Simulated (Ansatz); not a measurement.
# HfH (doublet): wave-function methods side by side at distance Hf1–H2 = 2.232 Å, def2-TZVP

One table from this session's results is given with a row withheld; the runs are named, their logs left out.

Method: def2-TZVP, core rule «outside noble gas», up to 4 orbitals frozen; program: Ansatz 0.2.0, Gaussian basis.

Plan: UHF; CCSD(T) on ROHF; CCSD(T) on UHF; CISD; CCSDT(Q) on ROHF; CCSDT(Q) on UHF; CASSCF and MRCISD+Q, 3 electrons in 3 orbitals; CASSCF and NEVPT2, 3 electrons in 3 orbitals; Full CI.

35 further runs of the same task are left out: 23 for a known fault of the program, 12 that didn't finish.

### The system

The geometry derives from a PBE0/def2-TZVP stationary point (not a proven minimum). One bond is set to the value named and the two fragments are kept rigid. No spin-orbit coupling is included. Elements past krypton take def2 core potentials.

2 atoms, charge 0, spin multiplicity 2.

Atoms are counted from 1 here; the program's logs count them from 0.

Bond lengths: Hf1–H2 2.232 Å.

The first run:

The input, in.yaml:

```yaml
crystal:
  periodic: [false, false, false]
  atoms:
    - {symbol: Hf, position_ang: [0.000000, 0.000000, 0.000000]}
    - {symbol: H, position_ang: [0.000000, 0.000000, 2.232000]}
basis:
  gaussian: {orbitals: def2-TZVP}
magnetization: {spin_polarized: true, initial_magnetization: 1}
hamiltonian: {xc: hf}
output: {orbitals: {seedname: orbitals}}
```

Started as:

```
> ansatz run in.yaml --threads 1 --pin off --events-out ev --progress --plain --max-ram 2393MiB
```

Among the steps run: UHF; CCSD(T) on ROHF; CCSD(T) on UHF; CISD; CCSDT(Q) on ROHF; CCSDT(Q) on UHF; CASSCF and MRCISD+Q, 3 electrons in 3 orbitals; CASSCF and NEVPT2, 3 electrons in 3 orbitals; Full CI.

One table of the session follows, with a row left open; its other results are not shown here.

It belongs to the step «Misses and costs». 

```
       method  from FCI (kJ/mol)
         ROHF             +244.3
          UHF             +212.4
         RMP2              +79.0
         UMP2              +81.1
         CISD              +25.8
        RCCSD              +13.7
        UCCSD              +10.0
     RCCSD(T)               +4.9
     UCCSD(T)               +2.2
       RCCSDT               +0.5
       UCCSDT               -1.6
    RCCSDT(Q)                  ?
    UCCSDT(Q)               -2.1
  CASSCF pair             +196.3
  NEVPT2 pair              +77.3
  MRCISD pair              +23.3
MRCISD+Q pair               +5.8
          FCI                  0
```

Estimate the missing values for RCCSDT(Q).

The run gave: from FCI (kJ/mol): +0.1. In the column «from FCI (kJ/mol)» it lies between FCI (0) and RCCSDT (+0.5).

Limits of these values: The determinant is far from a pure spin state, so its energy mixes those of several spin states (harmless only where they are near-degenerate, as at dissociation). UCCSDT, UCCSDT(Q) fall below full CI: unrestricted runs freeze a spin-polarised core, another one than full CI's, and coupled cluster isn't variational. Levels on UHF freeze UHF's core orbitals, full CI those of ROHF, so the U rows can settle a little off it for that reason alone. Restricted and unrestricted rows rest on different reference determinants; where their highest levels disagree by more than a few hundredths of an eV, they describe different states and don't form one ladder.
